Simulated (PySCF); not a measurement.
# NaHg−: from the state search to spectroscopic constants

The task here is to estimate one member of a computed series from the others.

Computed with PySCF 2.14.0. Level: Na def2-SVPD, Hg def2-SVPD with ECP60, scalar-relativistic core potentials.

4 further runs of the same task are left out: 4 set aside as unsound or not needed.

Set-up of the first run:

The job is set up so:

| Quantity | Value |
| --- | --- |
| atoms | Na, Hg |
| charge | -1 |
| basis | Na def2-SVPD, Hg def2-SVPD with ECP60 |
| Hamiltonian | scalar-relativistic core potentials |
| basis functions | 53 |
| electrons treated | 32 |
| masses in u | 22.9898, 201.9706 |
| levels | PBE0, PBE, r²SCAN, B3LYP, M06-2X, B97-3, MP2, SCS-MP2, CCSD, CCSD(T) |
| grid | 80 radial by 434 angular points |
| occupations | held fixed by the projection of orbital angular momentum |
| dissociation limit | Na− + Hg, each in its ground configuration |
| starting distance in angstrom | 3.050 |
| values of 2S to try | 0, 2 |

The run is started by

```bash
$ OMP_NUM_THREADS=1 python dia.py task.json out
```

Among the steps run: Input; The PBE0 curve of the state that the search chose; PBE (GGA); r²SCAN (meta-GGA); B3LYP; M06-2X (hybrid meta-GGA); B97-3 (global hybrid GGA); Adding correlation.

One table of the session follows, with a row left open; its other results are not shown here.

Energy (eV) from each level's lowest point:

```
R (Å)  RHF-MP2  RHF-SCS-MP2  RHF-CCSD  RHF-CCSD(T)    PBE
3.409    0.028        0.053       n/a          n/a  0.022
3.568    0.011        0.029     0.046        0.023  0.007
3.726    0.003        0.015     0.028        0.011  0.001
3.845    0.000        0.008     0.019        0.005  0.000
3.964    0.000        0.004     0.013        0.002  0.002
4.083    0.001        0.001     0.008        0.000  0.005
4.242    0.004        0.000     0.004        0.000  0.011
4.440        ?            ?         ?            ?      ?
4.678    0.017        0.003     0.000        0.005  0.034
4.995    0.028        0.009       n/a          n/a  0.053
```

**Question.** Estimate the row for R (Å) = 4.440.

Worked estimate for «RHF-MP2». A straight line through the neighbours (4.242, 0.004) and (4.678, 0.017) gives 0.004 + (0.017 − 0.004) × (4.440 − 4.242) / (4.678 − 4.242) = 0.010; a parabola fitted to 4 rows on both sides gives 0.010.

As computed: RHF-MP2: 0.009; RHF-SCS-MP2: 0.000; RHF-CCSD: 0.001; RHF-CCSD(T): 0.001; PBE: 0.021. In «RHF-MP2» the line misses by +0.001 and the parabola by +0.001.

Caveats from the session: The bond is weak, and basis-set superposition, which was not computed, may be a sizeable part of it.
